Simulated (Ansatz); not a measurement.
# CH₅PSSi: basis-set convergence

One table from this session's results is given with a row withheld; the runs are named, their logs left out.

The runs use Ansatz 0.2.0, Gaussian basis; one geometry, several basis sets.

The runs, in order: PBE0-D4/def2-SVP; ωB97M-V/def2-SVP; PBE0-D4/def2-QZVPP; ωB97M-V/def2-QZVPP; the functionals' def2-TZVPP values are taken from earlier runs.

### Structure used throughout

The geometry comes from an earlier relaxation with PBE0-D4 in a triple-zeta def2 set; it is a stationary point, not always the lowest conformer.

SMILES `C[SiH]1PS1`, 9 atoms, charge 0, spin multiplicity 1.

Atoms are counted from 1 here; the program's logs count them from 0.

Bond lengths: C1–Si2 1.858 Å, C1–H5 1.093 Å, C1–H6 1.091 Å, C1–H7 1.093 Å, Si2–P3 2.211 Å, Si2–S4 2.104 Å, Si2–H8 1.481 Å, P3–S4 2.181 Å, P3–H9 1.429 Å. Angles: Si2–C1–H5 110.3°, Si2–C1–H6 110.2°, Si2–C1–H7 110.5°, H5–C1–H6 108.7°, H5–C1–H7 108.2°, H6–C1–H7 108.9°, C1–Si2–P3 122.2°, C1–Si2–S4 118.8°, C1–Si2–H8 113.5°, P3–Si2–S4 60.7°, P3–Si2–H8 116.4°, S4–Si2–H8 115.5°, Si2–P3–S4 57.3°, Si2–P3–H9 93.1°, S4–P3–H9 97.5°, Si2–S4–P3 62.1°.

Set-up of the first run:

Input file in.yaml:

```yaml
crystal:
  periodic: [false, false, false]
  atoms:
    - {symbol: C, position_ang: [-0.200620, 0.895324, -0.920819]}
    - {symbol: Si, position_ang: [0.221545, -0.748985, -0.165874]}
    - {symbol: P, position_ang: [0.789226, -0.957875, 1.960403]}
    - {symbol: S, position_ang: [-1.136929, -1.623011, 1.182912]}
    - {symbol: H, position_ang: [-0.877367, 0.760874, -1.768184]}
    - {symbol: H, position_ang: [-0.687316, 1.534284, -0.182510]}
    - {symbol: H, position_ang: [0.702355, 1.394111, -1.281513]}
    - {symbol: H, position_ang: [0.867761, -1.684733, -1.114552]}
    - {symbol: H, position_ang: [0.409844, 0.383710, 2.273138]}
basis:
  gaussian: {orbitals: def2-SVP}
hamiltonian: {xc: pbe0, dispersion: d4}
output: {orbitals: {seedname: orbitals}}
```

Launch:

```sh
$ ansatz run in.yaml --threads 2 --pin off --events-out ev --progress --plain --max-ram 4352MiB
```

Among the steps run: PBE0-D4 in def2-SVP; ωB97M-V in def2-SVP; PBE0-D4 in def2-QZVPP; ωB97M-V in def2-QZVPP.

One of the session's tables, all rows but one given; the rest of the session is left out.

| functional | basis | HOMO (eV) |
| --- | --- | --- |
| PBE0-D4 | def2-SVP | -6.82 |
| PBE0-D4 | def2-TZVPP | -6.87 |
| PBE0-D4 | def2-QZVPP | -6.89 |
| ωB97M-V | def2-SVP | ? |
| ωB97M-V | def2-TZVPP | -8.94 |
| ωB97M-V | def2-QZVPP | -8.97 |

Estimate the missing values for ωB97M-V, def2-SVP.

As computed: HOMO (eV): -8.86. In the column «HOMO (eV)» it lies between ωB97M-V, def2-TZVPP (-8.94) and PBE0-D4, def2-QZVPP (-6.89).
